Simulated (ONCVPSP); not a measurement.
# An ONCV potential for Si, from input to tests

Aim: build the potential from the settings below, then test how well it stands in for the atom: other configurations, scattering, ghost states and the plane-wave cutoff that it needs.

Program: ONCVPSP 4.0.1.1 (patched build). Reference atom: PBEsol, scalar-relativistic, spherical and spin-unpolarised. All values are calculated.

### 1 The atom and the settings

The settings as typed:

```json
{"element": "silicon (Si, Z = 14)", "type": "optimised norm-conserving Vanderbilt (ONCV)", "frozen core": "[Ne]", "valence charge": "4", "reference configuration": "3s2 3p2", "partial waves": "3s: rc 1.30 bohr, ncon 3, nbas 7, qcut 4 1/bohr, 3 projectors, debl 1.3 Ha; 3p: rc 2.35 bohr, ncon 4, nbas 9, qcut 3.8 1/bohr, 3 projectors, debl 1.5 Ha; d scattering state at 0.02 Ha: rc 2.15 bohr, ncon 3, nbas 7, qcut 4.4 1/bohr, 2 projectors, debl 3.5 Ha", "local potential": "polynomial inside 0.80 bohr (lpopt 4, dvloc0 0 Ha)", "core correction": "Teter function, fcfact 4.25, rcfact 1.05"}
```

The nodes and maxima of the atom's own shells, from an earlier all-electron run, set the scale for the radii.

All-electron outer shells of the reference configuration (PBEsol, scalar-relativistic, ld1.x):

```
shell  level (eV)  outermost node (bohr)  outermost maximum (bohr)
   2s     -139.13                   0.15                      0.45
   2p      -95.42                      –                      0.39
   3s      -10.77                   0.72                      1.80
   3p       -4.06                   0.72                      2.17
```

### 2 The generation run

Contents of Si.dat:

```
# ATOM AND REFERENCE CONFIGURATION
# atsym  z   nc   nv     iexc    psfile
  Si 14.00    3    2  -116133      upf
#
#   n    l    f
    1    0    2.00
    2    0    2.00
    2    1    6.00
    3    0    2.00
    3    1    2.00
#
# PSEUDOPOTENTIAL AND OPTIMIZATION
# lmax
    2
#
#   l,   rc,      ep,       ncon, nbas, qcut
    0    1.30    0.00    3    7    4.00
    1    2.35    0.00    4    9    3.80
    2    2.15    0.02    3    7    4.40
#
# LOCAL POTENTIAL
# lloc, lpopt,  rc(5),   dvloc0
    4    4    0.80    0.00
#
# VANDERBILT-KLEINMAN-BYLANDER PROJECTORs
# l, nproj, debl
    0    3    1.30
    1    3    1.50
    2    2    3.50
#
# MODEL CORE CHARGE
# icmod, fcfact, rcfact
    3    4.25    1.05
#
# LOG DERIVATIVE ANALYSIS
# epsh1, epsh2, depsh
   -2.00    5.00    0.02
#
# OUTPUT GRID
# rlmax, drl
    6.00    0.01
#
# TEST CONFIGURATIONS
# ncnf
    4
# nvcnf
#   n    l    f
    2
    3    0    2.00
    3    1    1.00
#
    2
    3    0    2.00
    3    1    0.00
#
    2
    3    0    1.00
    3    1    0.00
#
    2
    3    0    2.00
    3    1    1.50
#
```

Launch:

```bash
$ oncvpsp.x < Si.dat > Si.out
```

What does the calculation give? Wanted: cutoffs for 1 and 0.1 mHa per electron, occupied waves; bound ghosts; GHOST(+) flags; largest test error; largest phase difference near zero energy, channels read; rms error of d²Exc/dn², without and with the model core.

The runs gave:

```
                                                quantity                                               value
  cutoffs for 1 and 0.1 mHa per electron, occupied waves                                     14 Ha and 81 Ha
                                            bound ghosts  s at -1148.84 eV, s at -139.98 eV, d at -140.80 eV
                                          GHOST(+) flags                                  none at low energy
                            largest test error (AE − PS)                                +12 meV, for 3s1 3p0
largest phase difference near zero energy, channels read                                           0.009 rad
 rms error of d²Exc/dn², without and with the model core                                   1.76 and 0.90 mHa
```

In words: It has a bound ghost (s, d), a state that the atom doesn't have, and that rules the file out. Close by lies the frozen 2s level (-139.1 eV). The worst unpolarised test, 3s1 3p0, is off by 12 meV on 57.6 eV; by total energies transferability rates as good. Atomic tests can pass in spite of a ghost, since they solve only for the levels asked. It counts as soft on the atom at that tolerance, with 14 Ha needed at the looser tolerance. The tighter tolerance needs 81 Ha, and converged work needs a cutoff nearer that. At the looser tolerance the 3s wave is the slowest; 3p needs 3 Ha. Near zero energy the phases of the channels with partial waves agree within 0.009 rad. These are tests on the free atom; a crystal test is still owed.
